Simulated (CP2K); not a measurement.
## NaLaMnMoO6 in CP2K: the effect of dispersion

The system is NaLaMnMoO6.

```
Na La Mn Mo O
1.0
     5.55735    0.00000    0.00000
     0.00000    5.59794    0.00000
    -0.06213    0.00000    8.02463
Na La Mn Mo O
2 2 2 2 12
Direct
  0.75008 0.51572 0.49924
  0.24992 0.01572 0.50076
  0.25715 0.95896 0.99937
  0.74285 0.45896 0.00063
  0.24767 0.48762 0.25607
  0.75233 0.98762 0.74393
  0.75559 0.99666 0.27090
  0.24441 0.49666 0.72910
  0.67335 0.97830 0.49061
  0.03402 0.81017 0.27726
  0.93353 0.28910 0.28026
  0.47817 0.20966 0.19922
  0.54435 0.73563 0.20079
  0.82956 0.01818 0.00392
  0.32665 0.47830 0.50939
  0.96598 0.31017 0.72274
  0.06647 0.78910 0.71974
  0.52183 0.70966 0.80078
  0.45565 0.23563 0.79921
  0.17044 0.51818 0.99608
```

The cell was built by a generator and needn't be a form met in nature.

Alike in all runs:

```yaml
Program: CP2K 2026.2
Task: single point
Functional: PBE
Potentials_or_basis: GTH_POTENTIALS Na GTH-PBE-q9, La GTH-PBE-q11, Mn GTH-PBE-q15, Mo GTH-PBE-q14, O GTH-PBE-q6; DZVP-MOLOPT-SR-GTH basis
Density_cutoff: 17687 eV
k_mesh: 4 × 4 × 3
Occupations: fermi-dirac, width 0.05 eV
Spin: collinear spin, ferromagnetic start
Starting_moments: "[0.0, 0.0, 0.0, 0.0, 4.0, 4.0, 1.0, 1.0, 0.0, 0.0, 0.0, 0.0, 0.0, 0.0, 0.0, 0.0, 0.0, 0.0, 0.0, 0.0] μB"
```

| dispersion | pressure (GPa) | largest force (eV/Å) |
| --- | --- | --- |
| none | 1.0 | 0.25 |
| D3(BJ) | -1.7 | 0.25 |
| D4 | ? | ? |

Task: What does the run with dispersion D4 give?

Result: Pressure -1.6 GPa; largest force 0.24 eV/Å.

Caveats: the basis of atomic orbitals isn't converged, which shifts pressures, moduli and gaps; only a ferromagnetic start was run, and an antiferromagnetic order may lie lower in energy.
